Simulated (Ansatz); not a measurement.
**ZrH2 (triplet): the correlation ladder, def2-QZVPP**

One table from this session's results is given with a row withheld; the runs are named, their logs left out.

Computed with Ansatz 0.2.0, Gaussian basis. Level: def2-QZVPP, core rule «outside noble gas», up to 4 orbitals frozen.

The runs, in order: UHF; ROHF; CCSD(T) on UHF.

## What is computed

The geometry is a PBE0/def2-TZVP stationary point (not a proven minimum) of the parent state, kept for this charge and spin. No spin-orbit coupling is included. Elements past krypton take def2 core potentials.

3 atoms, charge 0, spin multiplicity 3.

Atoms are counted from 1 here; the program's logs count them from 0.

Bond lengths: Zr1–H2 1.969 Å, Zr1–H3 1.969 Å. Angles: H2–Zr1–H3 180.0°.

The first run:

The input, in.yaml:

```yaml
crystal:
  periodic: [false, false, false]
  atoms:
    - {symbol: Zr, position_ang: [0.000000, 0.000000, 0.000000]}
    - {symbol: H, position_ang: [0.000000, 0.000000, -1.968800]}
    - {symbol: H, position_ang: [0.000000, 0.000000, 1.968800]}
basis:
  gaussian: {orbitals: "def2-QZVPP.json"}
magnetization: {spin_polarized: true, initial_magnetization: 2}
hamiltonian: {xc: hf}
output: {orbitals: {seedname: orbitals}}
```

Launch:

```
> ansatz run in.yaml --threads 1 --pin off --events-out ev --progress --plain --max-ram 2816MiB --backend cpu
```

Steps of the session up to this table: UHF; ROHF; CCSD(T) on UHF.

One of the session's tables, all rows but one given; the rest of the session is left out.

| method | from UCCSD(T) (meV) |
| --- | --- |
| ROHF | ? |
| UHF | +2701.9 |
| UMP2 | +557.8 |
| UCCSD | +56.8 |
| UCCSD(T) | 0 |

Estimate the missing values for ROHF.

As computed: from UCCSD(T) (meV): +2833.9. In the column «from UCCSD(T) (meV)» it is the highest.
